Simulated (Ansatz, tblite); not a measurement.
# The cluster Mo2O4−: one state, many levels

The task here is to estimate one member of a computed series from the others.

The runs use Ansatz 0.2.0, Gaussian basis; as each input shows.

Levels to be run: GFN1-xTB, GFN2-xTB, PBE-D4/def2-TZVPD, r2SCAN-D4/def2-TZVPD, r2SCAN0-D4/def2-TZVPD, B2PLYP/def2-TZVPD, PBE-D4/def2-SVPD, PBE0-D4/def2-SVPD, MP2/def2-TZVPD, RPA/def2-TZVPD.

4 further runs of the same task are left out: 4 set aside as unsound or not needed. Runs told in other sessions of the task aren't counted.

## The geometry

The geometry is that of the doublet, from an earlier relaxation (r2SCAN-D4/def2-SVPD). At that level it is the lowest of the isomers that a small search found.

6 atoms, charge -1, spin multiplicity 2.

Bond lengths: Mo1–O4 2.000 Å, Mo1–O5 1.728 Å, Mo1–O6 1.726 Å, Mo2–O3 1.711 Å, Mo2–O4 1.868 Å. Angles: O4–Mo1–O5 117.9°, O4–Mo1–O6 117.7°, O5–Mo1–O6 119.0°, O3–Mo2–O4 132.0°, Mo1–O4–Mo2 90.7°.

Geometry (Å):

```
Mo    0.16276   -1.00087    0.16114
Mo   -0.79433    1.56890   -0.08471
O     0.39255    2.78624    0.10511
O    -0.87324    0.05860   -1.18182
O    -0.71059   -2.08718    1.18301
O     1.82286   -1.32569   -0.18272
```

Mo takes a core potential in the def2 sets. No spin-orbit coupling is included. The ion is computed in the gas phase, without counter-ions or solvent.

PBE0-D4/def2-TZVPD was run before; its log isn't repeated, and its numbers join the tables.

Set-up of the first run:

Tight binding, by tblite at 300 K electronic temperature and without a spin-polarisation term:

```python
tblite.interface.Calculator('GFN1-xTB', numbers, positions, charge=-1, uhf=1).singlepoint()
```

Tight binding, by tblite at 300 K electronic temperature and without a spin-polarisation term:

```python
tblite.interface.Calculator('GFN2-xTB', numbers, positions, charge=-1, uhf=1).singlepoint()
```

start.molden holds the orbitals of an earlier run on this state, given as this run's starting guess.

The input, in.yaml:

```yaml
crystal:
  periodic: [false, false, false]
  atoms:
    - {symbol: Mo, position_ang: [0.162757, -1.000867, 0.161135]}
    - {symbol: Mo, position_ang: [-0.794327, 1.568899, -0.084710]}
    - {symbol: O, position_ang: [0.392549, 2.786241, 0.105114]}
    - {symbol: O, position_ang: [-0.873242, 0.058597, -1.181815]}
    - {symbol: O, position_ang: [-0.710595, -2.087180, 1.183006]}
    - {symbol: O, position_ang: [1.822858, -1.325691, -0.182720]}
basis:
  gaussian: {orbitals: def2-TZVPD, initial_orbitals: start.molden}
total_charge: -1
magnetization: {spin_polarized: true, initial_magnetization: 1}
hamiltonian: {xc: pbe, dispersion: d4}
scf: {omitted_lower_state_checks: [starts]}
output: {orbitals: {seedname: orbitals}}
```

Command:

```console
$ ansatz run in.yaml --threads 4 --pin off --events-out ev --progress --plain --max-ram 4787MiB
```

Among the steps run: PBE-D4/def2-TZVPD; r2SCAN-D4/def2-TZVPD; r2SCAN0-D4/def2-TZVPD; B2PLYP/def2-TZVPD; PBE-D4/def2-SVPD; PBE0-D4/def2-SVPD; MP2/def2-TZVPD; RPA/def2-TZVPD.

One table of the session follows, with a row left open; its other results are not shown here.

It belongs to the step «Levels side by side». 

```
                level  HOMO (eV)  LUMO (eV)  gap (eV)
     PBE-D4/def2-SVPD      -0.44       0.33      0.77
    PBE-D4/def2-TZVPD      -0.39       0.38      0.77
 r2SCAN-D4/def2-TZVPD          ?          ?         ?
    PBE0-D4/def2-SVPD      -1.77       1.06      2.83
   PBE0-D4/def2-TZVPD      -1.70       1.12      2.82
r2SCAN0-D4/def2-TZVPD      -1.94       1.17      3.12
```

**Question.** Estimate the row for r2SCAN-D4/def2-TZVPD.

As computed: HOMO (eV): -0.68; LUMO (eV): 0.44; gap (eV): 1.13. In the column «HOMO (eV)» it lies between PBE0-D4/def2-TZVPD (-1.70) and PBE-D4/def2-SVPD (-0.44).
